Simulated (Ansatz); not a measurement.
# Cs2Pt: the cost of one run

Computed with Ansatz 0.2.0 (DFT r2SCAN, scalar-relativistic, plane waves, PAW).

## Step 1: The structure to begin with

It takes space group P-3m1 (No. 164, trigonal). The conventional cell has a = 5.267 Å, b = 5.267 Å, c = 6.875 Å, α = 90.00°, β = 90.00°, γ = 120.00°. Around Cs (site symmetry 3m) lie 3 Pt at 3.40 Å. Pt (site symmetry -3m) has 6 Cs at 3.40 Å as nearest neighbours.

Structure file:

```cif
data_structure
_symmetry_space_group_name_H-M 'P-3m1'
_symmetry_Int_Tables_number 164
_cell_length_a 5.2672
_cell_length_b 5.2672
_cell_length_c 6.8748
_cell_angle_alpha 90.000
_cell_angle_beta 90.000
_cell_angle_gamma 120.000
_cell_volume 165.17
loop_
_atom_site_label
_atom_site_type_symbol
_atom_site_symmetry_multiplicity
_atom_site_Wyckoff_symbol
_atom_site_fract_x
_atom_site_fract_y
_atom_site_fract_z
_atom_site_occupancy
Cs1 Cs 2 d 0.33333 0.66667 0.72105 1
Pt1 Pt 1 b 0.00000 0.00000 0.50000 1
```

It is the end of an earlier relaxation with the same method, from a generated guess; it needn't be the stable form of this composition. At a tolerance of 0.02 Å it has space group P-3m1 (No. 164); it has 55.06 Å³/atom, an uncorrected energy of +0.03 eV/atom over the elements and, on its mesh, gap 0.92 eV.

## Step 2: The same geometry with r2SCAN

Input file input.yaml:

```yaml
crystal:
  lattice:
    - [5.2671538021, 0.0, 0.0]
    - [-2.633576901, 4.5614889982, 0.0]
    - [0.0, 0.0, 6.8747868]
  atoms:
    - { symbol: Cs, position: [0.3333333333, 0.6666666667, 0.721048] }
    - { symbol: Cs, position: [0.6666666667, 0.3333333333, 0.278952] }
    - { symbol: Pt, position: [0.0, 0.0, 0.5] }
basis:
  ecutwfc: 500
kpoints:
  mp_grid: { grid: [6, 6, 4] }
  band_path:
    path:
      - [[0.0, 0.0, 0.0], [0.5, 0.0, 0.0], [0.33333333, 0.33333333, 0.0], [0.0, 0.0, 0.0], [0.0, 0.0, 0.5], [0.5, 0.0, 0.5], [0.33333333, 0.33333333, 0.5], [0.0, 0.0, 0.5]]
      - [[0.5, 0.0, 0.5], [0.5, 0.0, 0.0]]
      - [[0.33333333, 0.33333333, 0.5], [0.33333333, 0.33333333, 0.0]]
    npoints: 14
hamiltonian:
  xc: r2scan
scf:
  occupations: { method: gaussian, width: 0.02 }
  n_extra_bands: 7
output:
  forces: true
  stress: true
  eigenvalues: true
  populations: true
  dos: { projected: true, de: 0.02, nscf_kmesh: { grid: [9, 9, 6] } }
  bader: true
```

The run is started by

```bash
ansatz run input.yaml --threads 1 --pin off --max-ram 3072MiB --backend cpu --events-out ev --progress --plain --runs-dir out
```

What time and memory should one allow on 1 thread of Intel Xeon Platinum 8259CL at 2.50GHz (Skylake/Cascade Lake), shared host?

About 90 s, with a peak of 0.92 GiB.
